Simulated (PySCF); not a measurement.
# H6SeSi2: the cost of one run

Programs: PySCF 2.14.0, with routines of our own; each step states its level. All values are computed. Atoms count from 0.

1 further run of the same task is left out (for a basis unfit for spin-orbit shieldings).

### Step 1. The system as given

9 atoms, charge 0, multiplicity 1; geometry from: GFN2-xTB.

### Step 2. Geometry optimisation at PBE0-D3(BJ)/def2-SVP

What the job is given:

```
{"job": {"xc": "PBE0", "basis": "def2-SVP", "d3": "d3bj", "grid": 1, "maxiter": 30, "shake": 0.01, "kind": "geom"}, "charge": 0, "multiplicity": 1}
Si     1.671110     0.514330     0.410120
Se     0.022850     0.776570    -1.184740
Si    -1.666990    -0.524510    -0.350730
H      2.030090    -0.873240     0.490310
H      2.747540     1.350090    -0.091520
H      1.113370     1.019410     1.676640
H     -1.135930    -1.889780    -0.219100
H     -2.701480    -0.398740    -1.324270
H     -2.022760     0.008710     0.986800
```

Run with:

```sh
> OMP_NUM_THREADS=1 python heavy_run.py task.json out
```

One launch serves the whole session: the jobs run in the order shown.

Q: Estimate the wall time and peak memory of this first job on 1 thread of Intel Xeon 6975P-C, shared host.

About 16 s, with a peak of 0.41 GiB.
